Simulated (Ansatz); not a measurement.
# Ge6MoW2: the cost of one run

Program: Ansatz 0.2.0. Level of theory: DFT PBE, scalar-relativistic, plane waves, PAW. These are calculated values, not measurements.

1 further run of the same task is left out (it didn't finish).

### 1 Starting point

The structure is orthorhombic, space group Fmmm (No. 69). The conventional cell has a = 5.048 Å, b = 8.808 Å, c = 15.145 Å, α = 90.00°, β = 90.00°, γ = 90.00°. Around Ge (site symmetry m) lie 5 Ge at 2.92 to 2.94 Å and 1 Mo at 2.92 Å and 4 W at 2.92 to 2.94 Å. Around Ge (site symmetry m2m) lie 5 Ge at 2.92 to 2.94 Å and 3 Mo at 2.92 to 2.94 Å and 2 W at 2.92 Å. Around Mo (site symmetry mmm) lie 10 Ge at 2.92 to 2.94 Å. W (site symmetry mm2) has 10 Ge at 2.92 to 2.94 Å as nearest neighbours.

As a file:

```cif
data_structure
_symmetry_space_group_name_H-M 'Fmmm'
_symmetry_Int_Tables_number 69
_cell_length_a 5.0483
_cell_length_b 8.8080
_cell_length_c 15.1448
_cell_angle_alpha 90.000
_cell_angle_beta 90.000
_cell_angle_gamma 90.000
_cell_volume 673.41
loop_
_atom_site_label
_atom_site_type_symbol
_atom_site_symmetry_multiplicity
_atom_site_Wyckoff_symbol
_atom_site_fract_x
_atom_site_fract_y
_atom_site_fract_z
_atom_site_occupancy
Ge1 Ge 16 m 0.50000 0.83330 0.83333 1
Ge2 Ge 8 h 0.00000 0.83330 0.00000 1
Mo1 Mo 4 b 0.50000 0.00000 0.00000 1
W1 W 8 i 0.00000 0.00000 0.83333 1
```

The start is an ordering of an alloy on its end members' structure types: elements ordered on the sites of the Ge2W type, Mo/W on W (Fmmm, No. 69).

### 2 Probe: one point on a coarse mesh

Input file input.yaml:

```yaml
crystal:
  lattice:
    - [0.0, 4.40400483, 7.57237564]
    - [2.52412521, 0.0, 7.57237564]
    - [2.52412521, 4.40400483, 0.0]
  atoms:
    - { symbol: Ge, position: [0.16663333, 0.50003334, 0.49996666] }
    - { symbol: Ge, position: [0.49996666, 0.83336667, 0.16663333] }
    - { symbol: Ge, position: [0.83329999, 0.16670001, 0.83329999] }
    - { symbol: Ge, position: [0.50003334, 0.16663333, 0.83336667] }
    - { symbol: Ge, position: [0.83336667, 0.49996666, 0.50003334] }
    - { symbol: Ge, position: [0.16670001, 0.83329999, 0.16670001] }
    - { symbol: Mo, position: [0.5, 0.5, 0.5] }
    - { symbol: W, position: [0.83333333, 0.83333333, 0.16666667] }
    - { symbol: W, position: [0.16666667, 0.16666667, 0.83333333] }
basis:
  ecutwfc: 420
kpoints:
  mp_grid: { grid: [4, 4, 4] }
hamiltonian:
  xc: pbe
scf:
  occupations: { method: gaussian, width: 0.1 }
  lower_state_search: "off"
output:
  forces: true
  stress: true
  eigenvalues: true
```

Launch:

```
ansatz run input.yaml --threads 1 --pin off --max-ram 2560MiB --backend cpu --events-out ev --progress --plain --runs-dir out
```

**Question.** How long does this run take on 1 thread of Intel Xeon at 2.70GHz, shared host, and how much memory does it need?

About 18 s, with a peak of 0.6 GiB.
